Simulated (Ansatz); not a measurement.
A nudged elastic band was laid between two geometries of a periodic cell of 15 atoms, TiAl$_{6}$N$_{8}$ (host AlN, host structure P6_3mc, dopant Ti, one Al atom removed), cell charge -2.

Method: Ansatz, DFT PBE-D3(BJ), scalar-relativistic, plane waves, PAW. Settings: PAW set soft_1, cutoff 420 eV, k mesh 2x2x2, gaussian smearing 0.02 eV, no spin polarisation.

| Quantity | Value |
| --- | --- |
| movable images | 1 |
| climbing image | yes |
| spring | 5.0 eV/Å² |
| optimiser | quadratic models (default) |
| start path | default |
| force threshold | 0.05 eV/Å |
| iteration limit | 50 |
| end points | relaxed |

Initial state:

```xyz
15
Lattice="-3.0810 -5.3364 0.0000 4.6215 -2.6682 0.0000 0.0000 0.0000 5.0310" Properties=species:S:1:pos:R:3
Al -0.021 -3.575 0.001
Al 1.548 -4.465 2.552
N 0.024 -3.596 1.910
N 1.526 -4.426 4.437
Al 3.096 -3.523 -0.028
Ti 0.026 -1.739 2.579
N 3.026 -3.520 1.881
N -0.096 -1.852 4.403
Al 3.080 -1.732 2.570
N 1.555 -0.863 2.076
N 3.252 -1.863 4.364
Al 1.566 -6.267 -0.013
Al -1.546 -4.453 2.615
N 1.558 -6.208 1.897
N -1.519 -4.303 4.413
```

Final state:

```xyz
15
Lattice="-3.0810 -5.3364 0.0000 4.6215 -2.6682 0.0000 0.0000 0.0000 5.0310" Properties=species:S:1:pos:R:3
Al 0.014 -3.545 0.089
Al 1.524 -4.401 2.492
N -0.012 -3.696 1.887
N 1.531 -4.459 4.402
Al 3.090 -3.599 0.044
Ti 1.522 -0.922 0.052
N 2.919 -3.467 1.838
N -0.007 -1.799 4.582
Al 3.076 -1.808 2.477
N 1.646 -0.810 1.877
N 3.144 -1.810 4.386
Al 1.542 -6.202 0.026
Al -1.511 -4.424 2.506
N 1.564 -6.241 1.910
N -1.556 -4.402 4.414
```

Question: What changes between the two ends?

Answer: Contacts lost: Al2–Ti6, N3–Ti6, Ti6–N7. Contacts made: Ti6–N11, Ti6–Al12, Ti6–N15. The atom that moves furthest is Ti6, by 3.05 Å; four of its nearest neighbours are N8 1.83, N10 1.83, N3 1.97, N7 1.98 Å at the first end and N10 1.83, N8 1.83, N15 1.97, N11 1.98 Å at the last.

Question: Give the energies along the band, and the barrier.

Answer: It converged. The highest image is number 1 of 0 to 2, 2.12 eV above the ends, which have the same energy within 2 meV. Neighbouring images differ by up to 2.1 eV, so the band resolves the path poorly. The order of the stationary point at the top wasn't checked. So few images can step over the top or miss a turn of the path. Limits of this set-up: coarse k mesh, no spin, though dangling bonds at a vacancy may carry it, a small cell, in which the defect meets its images, charged cell in a uniform background, uncorrected.

```csv
image,path coordinate (Å),energy (eV),Al2–Ti6 (Å),N3–Ti6 (Å),Ti6–N7 (Å)
0,0.00,0.00,3.10,1.97,1.98
1,1.57,2.12,2.96,1.95,2.68
2,3.33,0.00,4.25,3.51,3.41
```

Question: What is the geometry of the highest image?

Answer: 
```xyz
15
Lattice="-3.0810 -5.3364 0.0000 4.6215 -2.6682 0.0000 0.0000 0.0000 5.0310" Properties=species:S:1:pos:R:3:forces:R:3
Al -0.111 -3.716 -0.094 -0.01 0.01 -0.01
Al 1.582 -4.421 2.512 0.01 0.00 -0.01
N 0.066 -3.586 1.838 0.03 0.03 -0.01
N 1.496 -4.446 4.379 0.00 -0.01 0.00
Al 3.044 -3.525 -0.048 0.03 -0.01 0.00
Ti 0.763 -1.855 1.275 -0.04 0.00 -0.01
N 2.914 -3.365 1.820 -0.01 -0.02 0.01
N -0.074 -1.845 4.687 0.00 0.00 0.03
Al 3.181 -1.716 2.632 0.00 0.00 0.00
N 1.788 -0.664 2.101 -0.02 0.03 0.00
N 3.150 -1.823 4.436 0.02 0.01 0.02
Al 1.510 -6.247 0.000 0.00 -0.01 -0.01
Al -1.495 -4.302 2.559 -0.01 -0.02 -0.01
N 1.598 -6.167 1.879 0.01 0.00 0.00
N -1.630 -4.307 4.344 -0.01 -0.01 0.00
```

Time of the run: 46 s on 1 thread of Intel(R) Xeon(R) Platinum 8488C (Sapphire Rapids) (shared host), peak memory 0.53 GiB.
